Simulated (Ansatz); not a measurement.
# C₄H₂F₄: small, medium and large basis sets

How large a basis does C₄H₂F₄ need? Two functionals are run in growing sets.

Computed with Ansatz 0.2.0, Gaussian basis. Level: one geometry, several basis sets.

Levels to be run: PBE0-D4/def2-SVP; ωB97M-V/def2-SVP; PBE0-D4/def2-QZVPP; ωB97M-V/def2-QZVPP; the functionals' def2-TZVPP values are taken from earlier runs.

## Step 1: Structure used throughout

The geometry comes from an earlier relaxation with PBE0-D4 in a triple-zeta def2 set; it is a stationary point, not always the lowest conformer.

SMILES `F/C=C(/F)C=C(F)F`, 10 atoms, charge 0, spin multiplicity 1.

Atoms are counted from 1 here; the program's logs count them from 0.

Bond lengths: F1–C2 1.336 Å, C2–C3 1.331 Å, C2–H9 1.081 Å, C3–F4 1.339 Å, C3–C5 1.438 Å, C5–C6 1.326 Å, C5–H10 1.081 Å, C6–F7 1.311 Å, C6–F8 1.305 Å. Angles: F1–C2–C3 120.6°, F1–C2–H9 115.0°, C3–C2–H9 124.3°, C2–C3–F4 117.2°, C2–C3–C5 125.4°, F4–C3–C5 117.5°, C3–C5–C6 126.2°, C3–C5–H10 117.1°, C6–C5–H10 116.7°, C5–C6–F7 123.0°, C5–C6–F8 126.8°, F7–C6–F8 110.2°.

## Step 2: PBE0-D4 in def2-SVP

The input, in.yaml:

```yaml
crystal:
  periodic: [false, false, false]
  atoms:
    - {symbol: F, position_ang: [0.021080, 1.427847, 2.069873]}
    - {symbol: C, position_ang: [0.520567, 0.220965, 1.791367]}
    - {symbol: C, position_ang: [0.364405, -0.314543, 0.583076]}
    - {symbol: F, position_ang: [0.892492, -1.527560, 0.378570]}
    - {symbol: C, position_ang: [-0.324065, 0.303053, -0.518063]}
    - {symbol: C, position_ang: [-0.490341, -0.215079, -1.727732]}
    - {symbol: F, position_ang: [-1.131211, 0.405090, -2.689046]}
    - {symbol: F, position_ang: [-0.064076, -1.375424, -2.145713]}
    - {symbol: H, position_ang: [1.041944, -0.258249, 2.608175]}
    - {symbol: H, position_ang: [-0.747695, 1.282600, -0.347604]}
basis:
  gaussian: {orbitals: def2-SVP}
hamiltonian: {xc: pbe0, dispersion: d4}
output: {orbitals: {seedname: orbitals}}
```

Run with:

```
> ansatz run in.yaml --threads 8 --pin off --events-out ev --progress --plain --max-ram 18278MiB
```

Further steps of the session: ωB97M-V in def2-SVP; PBE0-D4 in def2-QZVPP; ωB97M-V in def2-QZVPP.

**Question.** What will the summary of the whole plan be? Wanted: PBE0-D4: double and triple zeta above quadruple; ωB97M-V: double and triple zeta above quadruple.

**Answer**, as computed:

```
                                       quantity           value
PBE0-D4: double and triple zeta above quadruple  18.57, 0.76 eV
ωB97M-V: double and triple zeta above quadruple  18.94, 0.71 eV
```

**Reading.** For PBE0-D4 the step from double to triple zeta gains 17.81 eV and the next only 0.76 eV. Total energies overstate the basis error of differences, where much of it tends to cancel.
